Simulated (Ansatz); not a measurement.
# C4H9As, SMILES C=CC(C)[AsH2]: a single point in a Gaussian basis

Computed with the Python package of Ansatz (0.2.0).

Notebook, run cell by cell (the value of a cell's last expression is shown):

In [1]:
```python
from pathlib import Path
import warnings

import ansatz as az
from ase import Atoms
```

In [2]:
```python
warnings.simplefilter("ignore", az.DeckWarning)
```

In [3]:
```python
atoms = Atoms(["C", "C", "C", "C", "As", "H", "H", "H", "H", "H", "H", "H", "H", "H"], positions=[
    (-0.464, -1.0636, 1.3509),
    (-0.6912, -0.9282, 0.0394),
    (-0.0764, 0.1686, -0.7977),
    (-0.4334, 1.5603, -0.2752),
    (1.8912, -0.0337, -0.9456),
    (-0.9362, -1.8714, 1.9003),
    (0.1795, -0.3767, 1.8895),
    (-1.3553, -1.6365, -0.4473),
    (-0.4841, 0.0768, -1.8274),
    (0.0223, 1.7382, 0.7214),
    (-0.0545, 2.3323, -0.9779),
    (-1.5362, 1.6689, -0.1961),
    (2.1293, -0.0415, 0.598),
    (1.8092, -1.5936, -1.0325),
])
c4h9as = az.Crystal.molecule_from_ase(atoms)

job = (
    c4h9as.calculation()
    .basis(gaussian="6-31G*")
    .functional(az.LibraryFunctional("BHLYP"))
    .orbitals()
)
result = job.run(threads=1, pin="off", runs_dir="runs")
report = result.report
```

In [4]:
```python
report["converged"], report["free_energy_ev"]
```
Out [4]:
```text
(True, -65123.798533986184)
```

In [5]:
```python
print("reference energy %16.6f eV" % report["reference_energy_ev"])
print("total energy     %16.6f eV" % report["free_energy_ev"])
print("occupied orbitals outside the frozen core (up, down):", report["n_occupied"], " frozen:", report["n_frozen"], " virtual:", report["n_virtual"])
```
```text
reference energy    -65123.798534 eV
total energy        -65123.798534 eV
occupied orbitals outside the frozen core (up, down): [33, 33]  frozen: 0  virtual: [80, 80]
```

In [6]:
```python
lines = Path(report["orbitals_path"]).read_text().splitlines()
field_of = lambda key: [line.split("=")[1].strip() for line in lines if line.startswith(key)]
orbitals = [(27.211386 * float(e), s, float(n)) for e, s, n in zip(field_of("Ene="), field_of("Spin="), field_of("Occup="))]
homo = max(e for e, _, n in orbitals if n > 0.5)
lumo = min(e for e, _, n in orbitals if n < 0.5)
for e, spin, n in sorted(orbitals):
    if homo - 10 < e < lumo + 5:
        print(f"{spin:6s} {e:10.3f} eV  occupation {n:.0f}")
```
```text
Alpha     -16.487 eV  occupation 2
Alpha     -15.114 eV  occupation 2
Alpha     -13.498 eV  occupation 2
Alpha     -12.969 eV  occupation 2
Alpha     -12.673 eV  occupation 2
Alpha     -11.780 eV  occupation 2
Alpha     -11.129 eV  occupation 2
Alpha     -10.620 eV  occupation 2
Alpha      -9.935 eV  occupation 2
Alpha      -8.957 eV  occupation 2
Alpha      -7.355 eV  occupation 2
Alpha       1.243 eV  occupation 0
Alpha       1.931 eV  occupation 0
Alpha       2.292 eV  occupation 0
Alpha       3.509 eV  occupation 0
Alpha       3.924 eV  occupation 0
Alpha       4.570 eV  occupation 0
Alpha       5.307 eV  occupation 0
Alpha       5.734 eV  occupation 0
```

Total energies depend on the basis set; only differences at equal settings carry meaning. The geometry is a force-field or estimated start, not a minimum of this method, and the basis set is short of its limit. Alpha marks a spatial orbital of a restricted run, filled by both spins. Levels such as HOMO and LUMO are orbital energies: with these approximate functionals they aren't the ionisation energy and electron affinity, and their gap isn't the fundamental gap. Wall time of the script: 6.9 s on 1 thread of Arm Neoverse V1, with other jobs on the host, peak memory 0.34 GiB.

(Lines on the test bed's own set-up are left out of the output.)
